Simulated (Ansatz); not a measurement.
# BBrH4N2: up Jacob's ladder to CCSD(T)

One table from this session's results is given with a row withheld; the runs are named, their logs left out.

Program: Ansatz 0.2.0, Gaussian basis. Level of theory: functionals in def2-TZVPP, the program's frozen cores in correlated methods. These are calculated values, not measurements.

Levels to be run: LDA (SPW92), PBE-D4, revPBE-D4, BLYP-D4, r2SCAN-D4, B97M-V, PBE0-D4, B3LYP-D4, r2SCANh-D4, r2SCAN0-D4, HSE06-D4, BHLYP-D4, CAM-B3LYP-D4, LC-ωPBE, ωB97X-V, ωB97M-V, B2PLYP, PBE-QIDH; CCSD(T)/def2-SVP; CCSD(T)/def2-TZVPP; CCSD(T)/def2-QZVPP; extrapolation to the limit; RPA on PBE.

### The geometry

An earlier PBE0-D4 in a triple-zeta def2 set relaxation fixed the geometry.

SMILES `NB(N)Br`, 8 atoms, charge 0, spin multiplicity 1.

Atoms are counted from 1 here; the program's logs count them from 0.

Bond lengths: N1–B2 1.402 Å, N1–H5 1.003 Å, N1–H6 1.004 Å, B2–N3 1.402 Å, B2–Br4 1.955 Å, N3–H7 1.003 Å, N3–H8 1.004 Å. Angles: B2–N1–H5 122.0°, B2–N1–H6 123.5°, H5–N1–H6 114.5°, N1–B2–N3 125.1°, N1–B2–Br4 117.5°, N3–B2–Br4 117.5°, B2–N3–H7 122.0°, B2–N3–H8 123.5°, H7–N3–H8 114.5°.

The first run:

The input, in.yaml:

```yaml
crystal:
  periodic: [false, false, false]
  atoms:
    - {symbol: N, position_ang: [-0.115343, 1.262087, 0.002810]}
    - {symbol: B, position_ang: [-0.239010, -0.111357, -0.247669]}
    - {symbol: N, position_ang: [0.529987, -1.113496, 0.359575]}
    - {symbol: Br, position_ang: [-1.589434, -0.673124, -1.545588]}
    - {symbol: H, position_ang: [-0.691151, 1.940967, -0.458810]}
    - {symbol: H, position_ang: [0.547132, 1.649307, 0.650993]}
    - {symbol: H, position_ang: [0.402690, -2.084843, 0.145551]}
    - {symbol: H, position_ang: [1.247328, -0.926742, 1.037436]}
basis:
  gaussian: {orbitals: def2-TZVPP}
hamiltonian: {xc: lda}
output: {orbitals: {seedname: orbitals}}
```

Launch:

```
$ ansatz run in.yaml --threads 2 --pin off --events-out ev --progress --plain --max-ram 32768MiB --backend cpu
```

Among the steps run: LDA; PBE-D4 (GGA); revPBE-D4 (GGA); BLYP-D4 (GGA); r2SCAN-D4 (meta-GGA); B97M-V (meta-GGA); PBE0-D4 (hybrid); B3LYP-D4 (hybrid); r2SCANh-D4 (hybrid); r2SCAN0-D4 (hybrid); HSE06-D4 (hybrid); BHLYP-D4 (hybrid); CAM-B3LYP-D4 (range-separated); LC-ωPBE (range-separated); ωB97X-V (range-separated); ωB97M-V (range-separated); B2PLYP (double hybrid); PBE-QIDH (double hybrid).

One table of the session follows, with a row left open; its other results are not shown here.

It belongs to the step «Frontier levels by functional». 

```
  functional  HOMO (eV)  LUMO (eV)  gap (eV)
 LDA (SPW92)      -6.18      -0.23      5.95
      PBE-D4      -6.00      -0.12      5.87
   revPBE-D4      -5.93      -0.07      5.86
     BLYP-D4      -5.87      -0.17      5.70
   r2SCAN-D4      -6.31       0.67      6.98
      B97M-V      -6.37       0.11      6.48
     PBE0-D4      -7.43       0.67      8.10
    B3LYP-D4      -7.18       0.31      7.49
  r2SCANh-D4      -6.85       0.88      7.73
  r2SCAN0-D4      -7.66       1.19      8.84
    HSE06-D4      -7.02       0.31      7.33
    BHLYP-D4      -8.78       1.21      9.98
CAM-B3LYP-D4      -8.87       1.37     10.24
     LC-ωPBE          ?          ?         ?
     ωB97X-V      -9.90       2.46     12.36
     ωB97M-V      -9.80       1.95     11.76
```

Estimate the missing values for LC-ωPBE.

As computed: HOMO (eV): -10.30; LUMO (eV): 2.67; gap (eV): 12.97. In the column «HOMO (eV)» it is the lowest.
